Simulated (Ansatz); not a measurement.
# Zr8N9: the cost of one run

All numbers below are computed with Ansatz 0.2.0 (DFT PBEsol, plane waves, PAW, scalar-relativistic, no spin polarisation).

## (1) The starting structure

The cell holds 17 atoms (N9Zr8): a = 6.416 Å, b = 6.416 Å, c = 6.416 Å, α = 60.00°, β = 60.00°, γ = 60.00°.

As a file:

```xyz
17
Lattice="0.0000 4.5370 4.5370 4.5370 0.0000 4.5370 4.5370 4.5370 0.0000" Properties=species:S:1:pos:R:3 pbc="T T T"
Zr    0.0000    0.0000    0.0000
N     2.2685    2.2685    2.2685
Zr    2.2685    2.2685    0.0000
N     4.5370    4.5370    2.2685
Zr    2.2685    0.0000    2.2685
N     4.5370    2.2685    4.5370
Zr    4.5370    2.2685    2.2685
N     6.8055    4.5370    4.5370
Zr    0.0000    2.2685    2.2685
N     2.2685    4.5370    4.5370
Zr    2.2685    4.5370    2.2685
N     4.5370    6.8055    4.5370
Zr    2.2685    2.2685    4.5370
N     4.5370    4.5370    6.8055
Zr    4.5370    4.5370    4.5370
N     6.8055    6.8055    6.8055
N     5.6302    5.6786    5.6202
```

## (2) Relaxing end A

Contents of input.yaml:

```yaml
crystal:
  lattice:
    - [0.0, 4.537, 4.537]
    - [4.537, 0.0, 4.537]
    - [4.537, 4.537, 0.0]
  atoms:
    - { symbol: Zr, position: [0.0, 0.0, 0.0] }
    - { symbol: "N", position: [0.25, 0.25, 0.25] }
    - { symbol: Zr, position: [0.0, 0.0, 0.5] }
    - { symbol: "N", position: [0.25, 0.25, 0.75] }
    - { symbol: Zr, position: [0.0, 0.5, 0.0] }
    - { symbol: "N", position: [0.25, 0.75, 0.25] }
    - { symbol: Zr, position: [0.0, 0.5, 0.5] }
    - { symbol: "N", position: [0.25, 0.75, 0.75] }
    - { symbol: Zr, position: [0.5, 0.0, 0.0] }
    - { symbol: "N", position: [0.75, 0.25, 0.25] }
    - { symbol: Zr, position: [0.5, 0.0, 0.5] }
    - { symbol: "N", position: [0.75, 0.25, 0.75] }
    - { symbol: Zr, position: [0.5, 0.5, 0.0] }
    - { symbol: "N", position: [0.75, 0.75, 0.25] }
    - { symbol: Zr, position: [0.5, 0.5, 0.5] }
    - { symbol: "N", position: [0.75, 0.75, 0.75] }
    - { symbol: "N", position: [0.6247089, 0.6140461, 0.6269108] }
basis:
  ecutwfc: 420.0
kpoints:
  mp_grid: { grid: [4, 4, 4] }
hamiltonian:
  xc: pbesol
  pseudopotentials: { kind: paw, azcp: { folder: soft_1 } }
scf:
  occupations: { method: fermi_dirac, width: 0.1 }
  lower_state_search: "off"
relax:
  f_tol: 0.03
  max_steps: 60
  adjacent_minimum: "off"
output:
  write_density: true
  write_potential: true
  elf: true
  volumetric_format: npy
```

On the command line:

```sh
$ ansatz run input.yaml --threads 4 --pin off --max-ram 10240MiB --backend cpu --events-out ev --progress --plain --runs-dir out
```

What time and memory should one allow on 4 threads of Arm Neoverse V2, shared host?

About 63 s, with a peak of 1 GiB.
